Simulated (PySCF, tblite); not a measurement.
# C8H6F12O2: electronic excitations, NMR shifts

Wanted: electronic excitations, NMR shifts for C8H6F12O2 (`COC(F)(F)C(F)(F)C(F)(F)C(F)(F)C(F)(F)C(F)(F)OC`).

Computed with tblite 0.8.0 and PySCF 2.14.0 and routines of our own; the level stands in each step. Atoms count from 0.

## 1. The starting structure

28 atoms, charge 0, multiplicity 1; geometry from: force field, distance geometry or constructed start.

## 2. Optimising the geometry with GFN2-xTB

Job settings and geometry (Å):

```
{"job": {"kind": "relax", "xc": "GFN2-xTB", "basis": "xTB"}, "charge": 0, "multiplicity": 1}
C      4.244300     1.188000     0.410400
O      3.567000     0.207000    -0.365900
C      2.407600    -0.283300     0.300200
F      2.771200    -0.748000     1.508600
F      1.589300     0.780200     0.521400
C      1.679700    -1.358300    -0.515300
F      2.572100    -2.351100    -0.837900
F      1.268700    -0.861100    -1.710300
C      0.521300    -1.985200     0.232200
F      1.008400    -2.660500     1.322200
F     -0.025700    -2.964100    -0.562500
C     -0.609700    -1.083300     0.715500
F     -1.528600    -1.870400     1.360100
F     -0.140600    -0.241900     1.676800
C     -1.294900    -0.302700    -0.388100
F     -0.417700     0.571800    -0.943100
F     -1.668800    -1.147600    -1.389700
C     -2.504700     0.440600     0.162300
F     -3.422100    -0.405900     0.685600
F     -2.135900     1.291900     1.161000
O     -3.156000     1.221300    -0.844300
C     -4.280700     1.912800    -0.331900
H      5.120400     1.528400    -0.142000
H      4.575600     0.770500     1.363900
H      3.594100     2.058400     0.586400
H     -5.036200     1.210600     0.050500
H     -3.981500     2.613100     0.454600
H     -4.729200     2.485300    -1.146300
```

Run with:

```console
OMP_NUM_THREADS=1 python large_run.py task.json out
```

One launch serves the whole session: the jobs run in the order shown.

Output:

```text
step      E/eV     max force
  0   -2314.68062    3.561
  1   -2315.14272    1.140
  2   -2315.18817    0.563
  3   -2315.20733    0.384
  4   -2315.23813    0.210
  5   -2315.24524    0.227
  6   -2315.26088    0.234
  7   -2315.26855    0.174
  8   -2315.27894    0.171
  9   -2315.28890    0.186
 10   -2315.29934    0.226
 11   -2315.30774    0.213
 12   -2315.31551    0.156
 13   -2315.32327    0.173
 14   -2315.32993    0.148
 15   -2315.33429    0.114
 16   -2315.33732    0.111
 17   -2315.34026    0.099
 18   -2315.34176    0.085
 19   -2315.34463    0.069
 20   -2315.34547    0.071
 21   -2315.34806    0.059
 22   -2315.34922    0.058
 23   -2315.35029    0.056
 24   -2315.35126    0.057
 25   -2315.35247    0.065
 26   -2315.35353    0.064
 27   -2315.35445    0.056
 28   -2315.35532    0.062
 29   -2315.35628    0.077
 30   -2315.35722    0.091
 31   -2315.35804    0.085
 32   -2315.35884    0.075
 33   -2315.35984    0.073
 34   -2315.36104    0.086
 35   -2315.36217    0.073
 36   -2315.36289    0.045
 37   -2315.36325    0.034
 38   -2315.36346    0.029
 39   -2315.36366    0.027
 40   -2315.36389    0.030
 41   -2315.36414    0.030
 42   -2315.36436    0.027
 43   -2315.36452    0.024
 44   -2315.36463    0.023
 45   -2315.36472    0.023
 46   -2315.36479    0.018
```

It took 1.5 s on 1 thread of Arm Neoverse N1, shared host; peak memory 0.18 GiB.

Along the way:

| step | energy from step 0 (eV) | largest force (eV/Å) |
| --- | --- | --- |
| 0 | 0.0000 | 3.5616 |
| 1 | -0.4621 | 1.1396 |
| 2 | -0.5075 | 0.5629 |
| 3 | -0.5267 | 0.3841 |
| 4 | -0.5575 | 0.2100 |
| 5 | -0.5646 | 0.2272 |
| 6 | -0.5803 | 0.2349 |
| 7 | -0.5879 | 0.1734 |
| 8 | -0.5983 | 0.1707 |
| 11 | -0.6271 | 0.2124 |
| 14 | -0.6493 | 0.1472 |
| 17 | -0.6596 | 0.0989 |
| 20 | -0.6649 | 0.0707 |
| 23 | -0.6697 | 0.0554 |
| 26 | -0.6729 | 0.0640 |
| 29 | -0.6757 | 0.0760 |
| 32 | -0.6782 | 0.0744 |
| 35 | -0.6815 | 0.0728 |
| 38 | -0.6828 | 0.0299 |
| 42 | -0.6837 | 0.0268 |
| 43 | -0.6839 | 0.0237 |
| 44 | -0.6840 | 0.0234 |
| 45 | -0.6841 | 0.0230 |
| 46 | -0.6842 | 0.0181 |

Close pairs (by a distance rule), those that changed most:

| bond | before (Å) | after (Å) | change (Å) |
| --- | --- | --- | --- |
| C17–O20 | 1.431 | 1.324 | -0.107 |
| O1–C2 | 1.424 | 1.322 | -0.102 |
| C5–C8 | 1.514 | 1.558 | +0.044 |
| C11–C14 | 1.516 | 1.556 | +0.040 |
| C14–C17 | 1.523 | 1.561 | +0.038 |
| C8–C11 | 1.525 | 1.562 | +0.037 |
| C8–F10 | 1.374 | 1.346 | -0.028 |
| C5–F6 | 1.373 | 1.347 | -0.026 |

The final coordinates are the input of the step that follows.

## 3. Electronic excitations: TDA wB97X-D/def2-SVP

Job settings and geometry (Å):

```
{"job": {"kind": "uv", "basis": "def2-SVP", "grid": 1, "kgrid": 0, "vcut": 1.5, "nstates": 6, "ntriplets": 2, "tda": true, "delta": [], "pop": true, "xc": "wB97X-D"}, "charge": 0, "multiplicity": 1}
C      4.365996     1.176982     0.356426
O      3.589834     0.138780    -0.267347
C      2.472251    -0.194604     0.354954
F      2.675589    -0.647630     1.623188
F      1.627774     0.862014     0.517890
C      1.760899    -1.304879    -0.475227
F      2.666512    -2.270355    -0.725938
F      1.400060    -0.801321    -1.667276
C      0.541085    -2.014361     0.186023
F      0.999558    -2.741680     1.222230
F      0.052745    -2.891446    -0.710768
C     -0.649963    -1.161395     0.727950
F     -1.524086    -2.036579     1.260067
F     -0.218896    -0.390759     1.738356
C     -1.399045    -0.301493    -0.330386
F     -0.567484     0.609598    -0.863912
F     -1.808082    -1.096855    -1.332981
C     -2.636807     0.460277     0.239503
F     -3.509526    -0.429678     0.782567
F     -2.243878     1.222159     1.295929
O     -3.170242     1.172564    -0.740957
C     -4.324522     1.951760    -0.381645
H      5.191541     1.348908    -0.326832
H      4.732919     0.841511     1.326983
H      3.768035     2.081969     0.469029
H     -5.122897     1.300762    -0.023478
H     -4.062286     2.685719     0.381384
H     -4.619622     2.446448    -1.301344
```

Level: TDA wB97X-D/def2-SVP, vertical, gas phase, core orbitals frozen in the response, virtual orbitals cut by energy.

Output:

```text
start: PBE on a coarse grid of 26260 points
cycle   1  E = -1653.1802372567  dE =  3.610e+00  |g| = 1.894e+00  |ddm| = 6.030e+00
cycle   2  E = -1650.8220062700  dE =  2.358e+00  |g| = 4.278e+00  |ddm| = 6.328e+00
cycle   3  E = -1653.7689611416  dE = -2.947e+00  |g| = 2.748e-01  |ddm| = 4.751e+00
cycle   4  E = -1653.7763925023  dE = -7.431e-03  |g| = 2.024e-01  |ddm| = 4.843e-01
cycle   5  E = -1653.7829120360  dE = -6.520e-03  |g| = 4.458e-02  |ddm| = 1.929e-01
cycle   6  E = -1653.7832613797  dE = -3.493e-04  |g| = 1.319e-02  |ddm| = 4.846e-02
cycle   7  E = -1653.7832884686  dE = -2.709e-05  |g| = 3.699e-03  |ddm| = 1.482e-02
final grid: 120097 points
cycle   8  E = -1655.2353472158  dE = -1.403e-02  |g| = 1.683e-01  |ddm| = 7.207e-01
cycle   9  E = -1655.2342628499  dE =  1.084e-03  |g| = 1.894e-01  |ddm| = 2.625e-01
cycle  10  E = -1655.2401495050  dE = -5.887e-03  |g| = 1.165e-02  |ddm| = 1.626e-01
cycle  11  E = -1655.2401715393  dE = -2.203e-05  |g| = 5.121e-03  |ddm| = 1.379e-02
cycle  12  E = -1655.2401785139  dE = -6.975e-06  |g| = 1.549e-03  |ddm| = 6.095e-03
cycle  13  E = -1655.2401801370  dE = -1.623e-06  |g| = 2.279e-04  |ddm| = 1.539e-03
cycle  14  E = -1655.2401795970  dE =  5.400e-07  |g| = 1.131e-04  |ddm| = 4.730e-04
cycle  15  E = -1655.2401813718  dE = -1.775e-06  |g| = 2.950e-05  |ddm| = 1.351e-04
converged SCF energy = -1655.2401813718

Static polarisability (au): isotropic 84.013, principal 73.095 82.394 96.550

Singlet excitations
state   eV       nm        f      main configurations
  1   9.3911    132.0   0.02486   H-2->L+1 0.57, H-2->L 0.25
  2   9.5194    130.2   0.03735   H-2->L 0.54, H-2->L+1 0.25
  3  10.0511    123.4   0.00190   H->L 0.54, H->L+3 0.12, H->L+5 0.11
  4  10.0646    123.2   0.10262   H-3->L 0.34, H-3->L+1 0.28, H-2->L+2 0.13
  5  10.1503    122.1   0.00208   H-1->L 0.33, H-1->L+3 0.20, H-1->L+5 0.13
  6  10.3023    120.3   0.01588   H-3->L 0.30, H-3->L+1 0.23, H-1->L+1 0.11

Triplet excitations (Tamm-Dancoff, eV): 8.8779 8.9408
```

It took 1.8 min on 1 thread of Arm Neoverse N1, shared host; peak memory 0.57 GiB.

Frontier orbitals and where they lie:

| orbital | eV | atoms |
| --- | --- | --- |
| HOMO−4 | -12.70 | O20 43 %, C21 16 %, H27 8 % |
| HOMO−3 | -12.25 | C5 12 %, F7 11 %, F6 10 % |
| HOMO−2 | -11.65 | C11 11 %, C14 10 %, C8 9 % |
| HOMO−1 | -11.53 | O1 58 %, C0 10 %, H23 8 % |
| HOMO | -11.51 | O20 61 %, C21 11 %, H26 8 % |
| LUMO | 2.76 | C8 23 %, C11 12 %, C14 11 % |
| LUMO+1 | 2.91 | C11 22 %, C14 12 %, C5 12 % |
| LUMO+2 | 3.87 | C5 16 %, C14 12 %, C2 8 % |
| LUMO+3 | 3.94 | H22 10 %, C0 10 %, H23 10 % |

With each of the 6 states as a Gaussian band of 0.4 eV half-width at 1/e, the curve within the window shown has maxima at 123 nm (ε 5,000) L/(mol cm). Beyond the last state computed it falls off for lack of states. The curve at chosen wavelengths:

(nm, ε (L/mol/cm)): (117, 1084), (118, 1736), (119, 2535), (120, 3391), (121, 4173), (122, 4750), (123, 5036), (124, 5023), (125, 4778), (126, 4409), (127, 4024), (128, 3686), (129, 3412), (130, 3174), (131, 2931), (132, 2651), (133, 2322), (134, 1954), (135, 1575), (136, 1212), (137, 892), (138, 627), (139, 422), (140, 273), (141, 169)

Leading natural transition orbitals of singlet state 4: the hole lies on F6, F7 about 10 % each; C2, C5 about 9 % each; C8, C14 about 6 % each; the particle on C5 17 %; C8 13 %; C11 10 %.

Leading natural transition orbitals of singlet state 1: the hole lies on C11, C14 about 13 % each; F12, F13 about 10 % each; C8 10 %; the particle on C11 21 %; C8, C14 about 13 % each; F13 11 %.

Ground-state properties from the same run:

| property | computed |
| --- | --- |
| dipole moment (D) | 4.01 |
| polarisability (Å³) | 12.45 |
| HOMO–LUMO gap (eV) | 14.27 |
| −ε(HOMO) (eV) | 11.51 |

Orbitals, density, ELF and potential are computed afterwards from the orbital file.

Frontier orbitals at wB97X-D/def2-SVP, with the share of their density that lies nearest to each atom:

| orbital | energy (eV) | lies on |
| --- | --- | --- |
| HOMO | -11.51 | O20 60 %; H25, H26 about 10 % each |
| LUMO | 2.76 | C8 18 %; C11, C14 about 10 % each; F9 9 % |

ELF in a plane through or near 8 of the atoms.

Values, 10 rows by 14 columns:
```
0.00 0.00 0.00 0.00 0.00 0.00 0.00 0.00 0.00 0.00 0.00 0.00 0.00 0.00
0.00 0.00 0.00 0.00 0.01 0.00 0.00 0.00 0.00 0.00 0.00 0.00 0.00 0.00
0.00 0.00 0.10 0.27 1.00 0.01 0.00 0.00 0.00 0.00 0.33 0.19 0.00 0.00
0.00 0.00 0.47 0.40 0.73 0.43 0.35 0.00 0.00 0.02 0.64 0.72 0.02 0.00
0.00 0.00 0.04 0.29 0.66 0.72 0.81 0.33 0.05 0.46 0.52 0.98 0.89 0.00
0.00 0.00 0.00 0.37 0.35 0.79 0.02 0.15 0.48 0.24 0.09 0.61 0.80 0.00
0.00 0.00 0.00 0.00 0.13 0.36 0.58 0.67 0.32 0.09 0.64 0.00 0.00 0.00
0.00 0.00 0.00 0.00 0.25 0.11 0.36 0.06 0.25 0.00 0.01 0.00 0.00 0.00
0.00 0.00 0.00 0.00 0.00 0.05 0.05 0.10 0.00 0.00 0.00 0.00 0.00 0.00
0.00 0.00 0.00 0.00 0.00 0.00 0.00 0.00 0.00 0.00 0.00 0.00 0.00 0.00
```
The map spans 15.7 Å across and 10.9 Å up, centred on the molecule. Atoms in the plane (x, y in Å): C0 (-4.2, 1.8), C2 (-2.5, 0.2), F4 (-1.5, 1.1), C8 (-0.8, -1.9), C17 (2.7, 0.1), C21 (4.6, 1.3), H24 (-3.4, 2.6), H25 (5.3, 0.5).

log10 of the density (e/Å³) in the same plane.

Ten even steps from ' ' (-4.0) to '@' (1.9):
```
                                                        
                                                        
            ........                                    
        ..::------::..                ....::....        
      ..--====++++==::..            ..::------::..      
    ..::==++******==------..      ..::--++++++==::..    
    ..--++**%%##**==++++++--::::::--====++****++--..    
    ..::==**##****++**##**==========++++**%%##++==::    
      ::--==**####**####**==++++++++********##**==::    
      ..::--++**##%%##**++==++******%%##**++****==::    
        ..--==++**##**++====++****####**++==++==--::    
          ..--==++******++++**##**********==----::..    
            ::==++++**************++++**++==::..        
            ::==++++++**@@##**++++========--..          
            ..--====++******++++====::::::              
              ..::--==++++++====--::                    
                  ..--======--::..                      
                    ..::::::::                          
                                                        
                                                        
```
The map spans 15.7 Å across and 10.9 Å up, centred on the molecule. Atoms in the plane (x, y in Å): C0 (-4.2, 1.8), C2 (-2.5, 0.2), F4 (-1.5, 1.1), C8 (-0.8, -1.9), C17 (2.7, 0.1), C21 (4.6, 1.3), H24 (-3.4, 2.6), H25 (5.3, 0.5).

On the surface of density 0.002 e/bohr³ the electrostatic potential runs, from the 1st to the 99th percentile, from -0.76 V near O1 to 1.27 V near H22.

## 4. NMR shifts: GIAO KT3/pcSseg-1

Settings changed since step 3:

```diff
@@ -1,2 +1,2 @@
-{"job": {"kind": "uv", "basis": "def2-SVP", "grid": 1, "kgrid": 0, "vcut": 1.5, "nstates": 6, "ntriplets": 2, "tda": true, "delta": [], "pop": true, "xc": "wB97X-D"}, "charge": 0, "multiplicity": 1}
+{"job": {"kind": "nmr", "xc": "KT3", "basis": "pcSseg-1", "pop": false}, "charge": 0, "multiplicity": 1}
 C      4.365996     1.176982     0.356426
```

Method: GIAO KT3/pcSseg-1 NMR shielding, non-relativistic, gas phase.

Output:

```text
start: PBE on a coarse grid of 26260 points
cycle   1  E = -1654.3855840805  dE =  3.715e+00  |g| = 1.870e+00  |ddm| = 4.829e+00
cycle   2  E = -1652.2189870169  dE =  2.167e+00  |g| = 4.205e+00  |ddm| = 3.992e+00
cycle   3  E = -1654.9223030956  dE = -2.703e+00  |g| = 2.753e-01  |ddm| = 2.976e+00
cycle   4  E = -1654.9292118953  dE = -6.909e-03  |g| = 2.041e-01  |ddm| = 3.415e-01
cycle   5  E = -1654.9351955296  dE = -5.984e-03  |g| = 4.424e-02  |ddm| = 1.398e-01
cycle   6  E = -1654.9355162029  dE = -3.207e-04  |g| = 1.454e-02  |ddm| = 3.875e-02
cycle   7  E = -1654.9355496038  dE = -3.340e-05  |g| = 3.969e-03  |ddm| = 1.181e-02
final grid: 257170 points
cycle   8  E = -1677.7244654192  dE = -2.495e-02  |g| = 5.617e-01  |ddm| = 6.967e-01
cycle   9  E = -1677.6224947762  dE =  1.020e-01  |g| = 9.930e-01  |ddm| = 9.465e-01
cycle  10  E = -1677.7658419784  dE = -1.433e-01  |g| = 9.797e-02  |ddm| = 6.663e-01
cycle  11  E = -1677.7677227877  dE = -1.881e-03  |g| = 1.776e-02  |ddm| = 8.777e-02
cycle  12  E = -1677.7677740601  dE = -5.127e-05  |g| = 4.413e-03  |ddm| = 1.423e-02
cycle  13  E = -1677.7677747227  dE = -6.625e-07  |g| = 1.820e-03  |ddm| = 4.003e-03
cycle  14  E = -1677.7677766249  dE = -1.902e-06  |g| = 3.628e-04  |ddm| = 1.478e-03
cycle  15  E = -1677.7677757542  dE =  8.706e-07  |g| = 1.424e-04  |ddm| = 3.716e-04
cycle  16  E = -1677.7677778981  dE = -2.144e-06  |g| = 2.260e-05  |ddm| = 1.178e-04
converged SCF energy = -1677.7677778981

GIAO shielding tensors (ppm)
atom      isotropic    diamagn.    paramagn.     s11        s22        s33       span
  0 C      132.229     241.087    -108.858    103.196    109.461    184.029     80.833
  1 O      238.764     394.711    -155.947    188.198    245.429    282.664     94.466
  2 C       61.766     248.259    -186.492     40.858     68.684     75.757     34.899
  3 F      264.727     476.523    -211.796    162.807    285.810    345.565    182.759
  4 F      259.843     485.302    -225.460    157.295    283.638    338.595    181.300
  5 C       69.658     246.928    -177.270     52.165     74.471     82.338     30.174
  6 F      304.667     468.779    -164.111    213.460    337.487    363.056    149.596
  7 F      293.212     479.618    -186.406    205.119    321.620    352.896    147.777
  8 C       67.878     246.652    -178.774     50.580     71.177     81.877     31.298
  9 F      295.122     470.090    -174.968    198.486    320.480    366.400    167.914
 10 F      298.408     472.940    -174.532    202.800    325.242    367.182    164.382
 11 C       68.587     248.051    -179.464     52.143     72.834     80.785     28.641
 12 F      301.195     473.210    -172.014    214.935    336.751    351.899    136.965
 13 F      289.152     479.329    -190.176    206.623    315.164    345.670    139.048
 14 C       71.098     241.410    -170.312     54.381     77.394     81.518     27.138
 15 F      291.773     482.636    -190.863    215.132    325.335    334.852    119.720
 16 F      299.263     475.005    -175.742    218.895    337.044    341.851    122.956
 17 C       60.847     250.220    -189.373     42.008     67.236     73.298     31.290
 18 F      265.928     473.977    -208.049    164.880    286.489    346.414    181.534
 19 F      266.482     480.729    -214.247    166.169    285.976    347.300    181.131
 20 O      237.839     399.783    -161.943    188.042    242.191    283.284     95.242
 21 C      132.585     238.714    -106.129    103.453    109.966    184.336     80.883
 22 H       27.972      25.264       2.707     23.828     25.516     34.570     10.742
 23 H       27.741      25.664       2.077     22.999     25.701     34.524     11.525
 24 H       27.661      29.940      -2.280     22.608     26.397     33.977     11.368
 25 H       27.689      23.975       3.713     22.780     25.831     34.456     11.675
 26 H       27.709      27.018       0.691     22.815     25.969     34.342     11.527
 27 H       28.002      25.900       2.103     23.860     25.628     34.518     10.658
```

Wall time 69 s (1 thread of Arm Neoverse N1, shared host); peak memory 0.6 GiB.

The references, computed at this level on geometries of the same kind, shield at (ppm): ¹H TMS 31.76, ¹³C TMS 184.7, ¹⁹F CFCl3 142.4, ¹⁷O H2O 330.8. Their shielding less the atom's gives the shift. The references are single molecules in the gas phase, so shifts against H2O, NH3, PH3, H3PO4 or CFCl3 are not on the usual liquid scales and can be off by tens of ppm. Atoms listed in one row are averaged.

| atoms | environment | σ (ppm) | δ (ppm) |
| --- | --- | --- | --- |
| C2, C17 | fully substituted sp3 carbon bonded to 2 F and O | 61.3 | 123.4 |
| C8, C11 | fully substituted sp3 carbon bonded to 2 F | 68.2 | 116.5 |
| C5, C14 | fully substituted sp3 carbon bonded to 2 F | 70.4 | 114.3 |
| C0, C21 | methyl carbon bonded to O | 132.4 | 52.3 |
| H22, H23, H24, H25, H26, H27 | hydrogen on a methyl carbon bonded to O | 27.80 | 3.96 |
| O1, O20 | ether oxygen | 238.3 | 92.5 |
| F3, F4, F18, F19 | fluorine of a CF2 group | 264.2 | -121.9 |
| F9, F10, F12, F13 | fluorine of a CF2 group | 296.0 | -153.6 |
| F6, F7, F15, F16 | fluorine of a CF2 group | 297.2 | -154.9 |

## 5. Outcome

| quantity | value |
| --- | --- |
| lowest singlet (wB97X-D/def2-SVP) | 9.39 eV (132 nm), f = 0.025 |
| brightest single state of those computed | state 4, 10.06 eV, f = 0.103 |
| lowest triplet | 8.88 eV |
| surface potential, 1st and 99th percentile | -0.76 V and 1.27 V |
| ¹³C shifts against TMS (KT3/pcSseg-1, means over atoms taken as alike) | 123.4, 116.5, 114.3, 52.3 ppm |
| ¹H shifts against TMS (KT3/pcSseg-1, means over atoms taken as alike) | 3.96 ppm |
| ¹⁷O shifts against H2O (KT3/pcSseg-1, means over atoms taken as alike) | 92.5 ppm |
| ¹⁹F shifts against CFCl3 (KT3/pcSseg-1, means over atoms taken as alike) | -121.9, -153.6, -154.9 ppm |

**Reading.** The first singlet state (HOMO−2→LUMO+1 0.57, HOMO−2→LUMO 0.25) lies at 9.39 eV and is weak; of the 6 states computed, the strongest absorption comes from state 4 at 10.06 eV. The lowest triplet lies 0.51 eV below the lowest singlet. The basis of wB97X-D/def2-SVP has no diffuse functions, so Rydberg states are missing and the high states are unreliable. At KT3/pcSseg-1: The widest tensor belongs to F3, F4, F18, F19: span 182 ppm, with a paramagnetic part of -215 ppm.
